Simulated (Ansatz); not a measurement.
# LiGeN: the cost of one run

Method: DFT PBE, scalar-relativistic, plane waves, PAW, in Ansatz 0.2.0.

1 further run of the same task is left out (it didn't finish). Runs told in other sessions of the task aren't counted.

### Step 1. Starting point

It takes space group P6_3mc (No. 186, hexagonal). The conventional cell has a = 3.012 Å, b = 3.012 Å, c = 9.419 Å, α = 90.00°, β = 90.00°, γ = 120.00°. Li (site symmetry 3m) has 3 N at 2.18 Å in its first shell of neighbours. Ge (site symmetry 3m) has 3 N at 2.00 Å in its first shell of neighbours. N (site symmetry 3m) is surrounded by 3 Ge at 2.00 Å and 3 Li at 2.18 Å.

Structure file:

```cif
data_structure
_symmetry_space_group_name_H-M 'P6_3mc'
_symmetry_Int_Tables_number 186
_cell_length_a 3.0124
_cell_length_b 3.0124
_cell_length_c 9.4195
_cell_angle_alpha 90.000
_cell_angle_beta 90.000
_cell_angle_gamma 120.000
_cell_volume 74.03
loop_
_atom_site_label
_atom_site_type_symbol
_atom_site_symmetry_multiplicity
_atom_site_Wyckoff_symbol
_atom_site_fract_x
_atom_site_fract_y
_atom_site_fract_z
_atom_site_occupancy
Li1 Li 2 b 0.66667 0.33333 0.74339 1
Ge1 Ge 2 a 0.00000 0.00000 0.49802 1
N1 N 2 b 0.33333 0.66667 0.60322 1
```

The start is a polymorph listed in a database, not an invented cell.

### Step 2. The guess as it stands, on a coarse mesh

input.yaml

```yaml
crystal:
  lattice:
    - [3.01240852, 0.0, 0.0]
    - [-1.50620426, 2.60882231, 0.0]
    - [0.0, 0.0, 9.41945934]
  atoms:
    - { symbol: Li, position: [0.66666667, 0.33333333, 0.74339199] }
    - { symbol: Li, position: [0.33333333, 0.66666667, 0.24339199] }
    - { symbol: Ge, position: [0.0, 0.0, 0.498023] }
    - { symbol: Ge, position: [0.0, 0.0, 0.998023] }
    - { symbol: "N", position: [0.33333333, 0.66666667, 0.60322303] }
    - { symbol: "N", position: [0.66666667, 0.33333333, 0.10322303] }
basis:
  ecutwfc: 420
kpoints:
  mp_grid: { grid: [6, 6, 2] }
hamiltonian:
  xc: pbe
scf:
  occupations: { method: gaussian, width: 0.1 }
  lower_state_search: "off"
output:
  forces: true
  stress: true
  eigenvalues: true
```

The run is started by

```
$ ansatz run input.yaml --threads 1 --pin off --max-ram 2560MiB --backend cpu --events-out ev --progress --plain --runs-dir out
```

**Question.** How long does this run take on 1 thread of Arm Neoverse V1, shared host, and how much memory does it need?

About 3.4 s, with a peak of 0.3 GiB.
